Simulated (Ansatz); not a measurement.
# Mg2WN3: the cost of one run

Program: Ansatz 0.2.0. Level of theory: DFT PBE, scalar-relativistic, plane waves, PAW. These are calculated values, not measurements.

1 further run of the same task is left out (set aside as unsound or not needed).

### 1 The system as given

It takes space group P6/mmm (No. 191, hexagonal). The conventional cell has a = 5.001 Å, b = 5.001 Å, c = 3.791 Å, α = 90.00°, β = 90.00°, γ = 120.00°. Mg (site symmetry -6m2) has 6 N at 2.38 Å as nearest neighbours. Around W (site symmetry 6/mmm) lie 6 Mg at 2.89 Å and 12 N at 3.14 Å. N (site symmetry mmm) is surrounded by 4 Mg at 2.38 Å and 4 W at 3.14 Å.

Structure file:

```
CELL_PARAMETERS angstrom
5.00141 0.00000 0.00000
-2.50071 4.33135 0.00000
0.00000 0.00000 3.79149
ATOMIC_POSITIONS crystal
Mg 0.66667 0.33333 0.00000
Mg 0.33333 0.66667 0.00000
W 0.00000 0.00000 0.00000
N 0.00000 0.50000 0.50000
N 0.50000 0.50000 0.50000
N 0.50000 0.00000 0.50000
```

A structure generator made this guess: species swapped into a database cell of TbAl3Cu2 (P6/mmm, No. 191), with W on the Tb sites, N on the Al sites and Mg on the Cu sites. The dimensions are guesses.

### 2 The guess as it stands, on a coarse mesh

The input, input.yaml:

```yaml
crystal:
  lattice:
    - [5.00141362, 0.0, 0.0]
    - [-2.50070681, 4.33135125, 0.0]
    - [0.0, 0.0, 3.79148905]
  atoms:
    - { symbol: Mg, position: [0.66666667, 0.33333333, 0.0] }
    - { symbol: Mg, position: [0.33333333, 0.66666667, 0.0] }
    - { symbol: W, position: [0.0, 0.0, 0.0] }
    - { symbol: "N", position: [0.0, 0.5, 0.5] }
    - { symbol: "N", position: [0.5, 0.5, 0.5] }
    - { symbol: "N", position: [0.5, 0.0, 0.5] }
basis:
  ecutwfc: 420
kpoints:
  mp_grid: { grid: [6, 6, 4] }
hamiltonian:
  xc: pbe
scf:
  occupations: { method: gaussian, width: 0.1 }
  lower_state_search: "off"
output:
  forces: true
  stress: true
  eigenvalues: true
```

Command:

```console
$ ansatz run input.yaml --threads 1 --pin off --max-ram 2048MiB --backend cpu --events-out ev --progress --plain --runs-dir out
```

**Question.** How long does this run take on 1 thread of Arm Neoverse V2, shared host, and how much memory does it need?

About 2.6 s, with a peak of 0.35 GiB.
